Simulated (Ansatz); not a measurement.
# NbTe6Mo2: the cost of one run

Method: DFT PBE, scalar-relativistic, plane waves, PAW, in Ansatz 0.2.0.

### 1 The system as given

Symmetry: P-31m, No. 162, trigonal system. Conventional cell: a = 6.465 Å, b = 6.465 Å, c = 7.171 Å, α = 90.00°, β = 90.00°, γ = 120.00°. Around Nb (site symmetry -3m) lie 6 Te at 2.82 Å. Te (site symmetry m) has 1 Nb at 2.82 Å and 2 Mo at 2.82 Å as nearest neighbours. Mo (site symmetry 32) has 6 Te at 2.82 Å as nearest neighbours.

Structure file:

```
CELL_PARAMETERS angstrom
6.46482 0.00000 0.00000
-3.23241 5.59870 0.00000
0.00000 0.00000 7.17133
ATOMIC_POSITIONS crystal
Nb 0.00000 0.00000 0.00000
Te 0.66667 0.00000 0.74563
Te 0.33333 0.33333 0.74563
Te 0.00000 0.66667 0.74563
Te 0.33333 0.00000 0.25437
Te 0.00000 0.33333 0.25437
Te 0.66667 0.66667 0.25437
Mo 0.33333 0.66667 0.00000
Mo 0.66667 0.33333 0.00000
```

The start is an ordering of an alloy on its end members' structure types: elements ordered on the sites of the NbTe2 type, Nb/Mo on Nb (P-31m, No. 162).

### 2 A first look at the guess

input.yaml reads:

```yaml
crystal:
  lattice:
    - [6.46482017, 0.0, 0.0]
    - [-3.23241009, 5.5986985, 0.0]
    - [0.0, 0.0, 7.17132558]
  atoms:
    - { symbol: Nb, position: [0.0, 0.0, 0.0] }
    - { symbol: Te, position: [0.66666667, 0.0, 0.74563223] }
    - { symbol: Te, position: [0.33333333, 0.33333333, 0.74563223] }
    - { symbol: Te, position: [0.0, 0.66666667, 0.74563223] }
    - { symbol: Te, position: [0.33333333, 0.0, 0.25436777] }
    - { symbol: Te, position: [0.0, 0.33333333, 0.25436777] }
    - { symbol: Te, position: [0.66666667, 0.66666667, 0.25436777] }
    - { symbol: Mo, position: [0.33333333, 0.66666667, 0.0] }
    - { symbol: Mo, position: [0.66666667, 0.33333333, 0.0] }
basis:
  ecutwfc: 420
kpoints:
  mp_grid: { grid: [3, 3, 4] }
hamiltonian:
  xc: pbe
scf:
  occupations: { method: gaussian, width: 0.1 }
  lower_state_search: "off"
output:
  forces: true
  stress: true
  eigenvalues: true
```

Started as:

```console
> ansatz run input.yaml --threads 1 --pin off --max-ram 2560MiB --backend cpu --events-out ev --progress --plain --runs-dir out
```

**Question.** How long does this run take on 1 thread of Intel Xeon 6975P-C (Granite Rapids), shared host, and how much memory does it need?

About 5.1 s, with a peak of 0.62 GiB.
